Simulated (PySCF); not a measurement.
# C4H8BClO: electronic excitations

Aim: predict the electronic excitations of C4H8BClO (`Cl[C@H]1CCBOC1`).

The runs use PySCF 2.14.0, with density-fitted response routines of our own; the level of theory stands in each step. All values are computed, except where a source is named. Atoms are numbered from 0 throughout.

## Step 1: The starting structure

15 atoms, charge 0, multiplicity 1; geometry from: GFN2-xTB.

Bonds of the start (Å): Cl0–C1 1.79, C1–C2 1.52, C2–C3 1.54, C3–B4 1.60, B4–O5 1.33, O5–C6 1.41, C6–C1 1.53, C1–H7 1.09, C2–H8 1.09, C2–H9 1.09, C3–H10 1.09, C3–H11 1.09, B4–H12 1.17, C6–H13 1.10, C6–H14 1.10.

## Step 2: Excited states and response: PBE0/def2-SVPD

What the job is given:

```
{"job": {"kind": "uv", "xc": "PBE0", "basis": "def2-SVPD", "nstates": 8, "ntriplets": 3}, "charge": 0, "multiplicity": 1}
Cl    -2.519513    -1.257349    -0.566277
C     -0.991088    -0.623645     0.109760
C      0.147324    -0.767377    -0.888233
C      1.441228    -0.285996    -0.217136
B      1.194044     1.028181     0.653081
O     -0.027087     1.465236     0.936419
C     -1.205663     0.842779     0.476897
H     -0.783374    -1.210943     1.008910
H     -0.068119    -0.155877    -1.767236
H      0.231046    -1.806243    -1.213650
H      2.210397    -0.136858    -0.975398
H      1.819542    -1.073779     0.440230
H      2.067631     1.662881     1.109435
H     -1.954585     0.932508     1.271584
H     -1.566196     1.394472    -0.400297
```

With the program's defaults for keys left out, this is: TDDFT PBE0/def2-SVPD, vertical, gas phase, core orbitals frozen in the response.

The run is started by

```sh
$ OMP_NUM_THREADS=1 python probes_run.py task.json out
```

One launch serves the whole session: the jobs run in the order shown.

What will the session give for the following? lowest singlet (PBE0/def2-SVPD); brightest single state of those computed; lowest triplet. Wanted: lowest singlet; brightest single state of those computed; lowest triplet.

**Answer**, as computed:

| quantity | value |
| --- | --- |
| lowest singlet (PBE0/def2-SVPD) | 6.23 eV (199 nm), f = 0.001 |
| brightest single state of those computed | state 8, 8.11 eV, f = 0.069 |
| lowest triplet | 5.74 eV |

The first singlet state (HOMO→LUMO 0.91) lies at 6.23 eV and is weak; of the 8 states computed, the strongest absorption comes from state 8 at 8.11 eV (the last computed, so partners may be missing). The lowest triplet lies 0.48 eV below the lowest singlet (triplets in Tamm-Dancoff, singlets in full TDDFT). States above −ε(HOMO) lie where TDDFT describes them poorly and they hang on the basis; the brightest is among them.
